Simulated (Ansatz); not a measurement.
# AlH2Br: taking an electron away

Aim: the vertical ionisation energy of AlH2Br, as cation minus neutral at the neutral's geometry, on several levels, and how well −ε(HOMO) stands in for it.

Program: Ansatz 0.2.0, Gaussian basis. Level of theory: unrestricted cation, the program's frozen cores in correlated methods. These are calculated values, not measurements.

Plan: UKS PBE-D4/def2-TZVPP; UKS r2SCAN-D4/def2-TZVPP; UKS PBE0-D4/def2-TZVPP; UKS B3LYP-D4/def2-TZVPP; UKS wB97X-V/def2-TZVPP; UKS wB97M-V/def2-TZVPP; UKS B2PLYP/def2-TZVPP; UHF-CCSD(T)/def2-TZVPP; UHF-CCSD(T)/def2-QZVPP; extrapolation to the limit; then −ε(HOMO) from the neutral's earlier runs with LDA (SPW92), PBE-D4, revPBE-D4, BLYP-D4, r2SCAN-D4, B97M-V, PBE0-D4, B3LYP-D4, r2SCANh-D4, r2SCAN0-D4, HSE06-D4, BHLYP-D4, CAM-B3LYP-D4, LC-ωPBE, ωB97X-V, ωB97M-V.

### Step 1. The relaxed structure

An earlier PBE0-D4 in a triple-zeta def2 set relaxation fixed the geometry.

SMILES `[AlH2][Br]`, 4 atoms, charge 0, spin multiplicity 1.

Atoms are counted from 1 here; the program's logs count them from 0.

Bond lengths: Al1–Br2 2.257 Å, Al1–H3 1.576 Å, Al1–H4 1.576 Å. Angles: Br2–Al1–H3 117.6°, Br2–Al1–H4 117.6°, H3–Al1–H4 124.9°.

### Step 2. Cation, UKS PBE-D4/def2-TZVPP

in.yaml

```yaml
crystal:
  periodic: [false, false, false]
  atoms:
    - {symbol: Al, position_ang: [-0.148307, -0.064707, -0.110329]}
    - {symbol: Br, position_ang: [1.684920, 0.496611, 1.079655]}
    - {symbol: H, position_ang: [-0.561559, -1.584842, -0.139186]}
    - {symbol: H, position_ang: [-0.919653, 1.092738, -0.850440]}
basis:
  gaussian: {orbitals: def2-TZVPP}
total_charge: 1
magnetization: {spin_polarized: true, initial_magnetization: 1}
hamiltonian: {xc: pbe, dispersion: d4}
```

On the command line:

```sh
$ ansatz run in.yaml --threads 2 --pin off --events-out ev --progress --plain --max-ram 22528MiB --backend cpu
```

The runs that follow: Cation, UKS r2SCAN-D4/def2-TZVPP; Cation, UKS PBE0-D4/def2-TZVPP; Cation, UKS B3LYP-D4/def2-TZVPP; Cation, UKS wB97X-V/def2-TZVPP; Cation, UKS wB97M-V/def2-TZVPP; Cation, UKS B2PLYP (frozen core)/def2-TZVPP; Cation, UHF-CCSD(T)/def2-TZVPP; Cation, UHF-CCSD(T)/def2-QZVPP.

Q: Predict the results of all the runs planned. Wanted: ionisation energy, CCSD(T)/CBS; nearest functional by difference; nearest −ε(HOMO); −ε(HOMO) of PBE; T1 of the cation.

As calculated:

| quantity | value |
| --- | --- |
| ionisation energy, CCSD(T)/CBS | 11.03 eV |
| nearest functional by difference | ωB97X-V (-0.21 eV) |
| nearest −ε(HOMO) | LC-ωPBE (-0.04 eV) |
| −ε(HOMO) of PBE | 7.03 eV |
| T1 of the cation | 0.037 |

By cation minus neutral, the functionals miss by 0.85 eV at most. −ε(HOMO) of PBE misses by 4.0 eV, since self-interaction lifts the level. Among orbital estimates LC-ωPBE comes nearest. Hartree-Fock falls 1.01 eV short, as the neutral has more correlation energy than the cation. The cation's T1 (from the report) is 0.037, near the customary mark of 0.045 for open shells, so the coupled-cluster value is less safe. The cation may have settled in a state other than its lowest; no search over hole states beyond the program's own was made. Correlated methods include outer-core shells of Br, which these sets cover unevenly. With outer-core shells in play the reference is unsure by up to some tenths of an eV, so close misses can't be ranked.
